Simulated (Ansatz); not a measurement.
**C₂H₂OTe: small, medium and large basis sets**

One table from this session's results is given with a row withheld; the runs are named, their logs left out.

Program: Ansatz 0.2.0, Gaussian basis. Level of theory: one geometry, several basis sets. These are calculated values, not measurements.

Plan: PBE0-D4/def2-SVP; ωB97M-V/def2-SVP; PBE0-D4/def2-QZVPP; ωB97M-V/def2-QZVPP; the functionals' def2-TZVPP values are taken from earlier runs.

**The geometry**

The geometry comes from an earlier relaxation with PBE0-D4 in a triple-zeta def2 set; it is a stationary point. Te takes the def2 core potential; no spin-orbit term is included.

6 atoms, charge 0, spin multiplicity 1.

Atoms are counted from 1 here; the program's logs count them from 0.

Bond lengths: O1–C2 1.155 Å, C2–C3 1.308 Å, C3–Te4 2.085 Å, C3–H5 1.079 Å, Te4–H6 1.666 Å. Angles: O1–C2–C3 178.6°, C2–C3–Te4 115.5°, C2–C3–H5 121.7°, Te4–C3–H5 122.8°, C3–Te4–H6 95.8°.

The first run:

Input file in.yaml:

```yaml
crystal:
  periodic: [false, false, false]
  atoms:
    - {symbol: O, position_ang: [0.249584, -2.109812, 0.947178]}
    - {symbol: C, position_ang: [0.422526, -1.086445, 0.439538]}
    - {symbol: C, position_ang: [0.588250, 0.071264, -0.146503]}
    - {symbol: Te, position_ang: [-1.056393, 0.779340, -1.214387]}
    - {symbol: H, position_ang: [1.529149, 0.597919, -0.103982]}
    - {symbol: H, position_ang: [-1.691114, 1.683835, 0.032056]}
basis:
  gaussian: {orbitals: def2-SVP}
hamiltonian: {xc: pbe0, dispersion: d4}
output: {orbitals: {seedname: orbitals}}
```

Launch:

```
ansatz run in.yaml --threads 2 --pin off --events-out ev --progress --plain --max-ram 4352MiB
```

Steps of the session up to this table: PBE0-D4 in def2-SVP; ωB97M-V in def2-SVP; PBE0-D4 in def2-QZVPP; ωB97M-V in def2-QZVPP.

One of the session's tables, all rows but one given; the rest of the session is left out.

It belongs to the step «Functionals by basis». 

| functional | basis | HOMO (eV) |
| --- | --- | --- |
| PBE0-D4 | def2-SVP | -6.56 |
| PBE0-D4 | def2-TZVPP | -6.66 |
| PBE0-D4 | def2-QZVPP | -6.68 |
| ωB97M-V | def2-SVP | ? |
| ωB97M-V | def2-TZVPP | -8.77 |
| ωB97M-V | def2-QZVPP | -8.79 |

**Question.** Estimate the row for ωB97M-V, def2-SVP.

The run gave: HOMO (eV): -8.63. In the column «HOMO (eV)» it lies between ωB97M-V, def2-TZVPP (-8.77) and PBE0-D4, def2-QZVPP (-6.68).
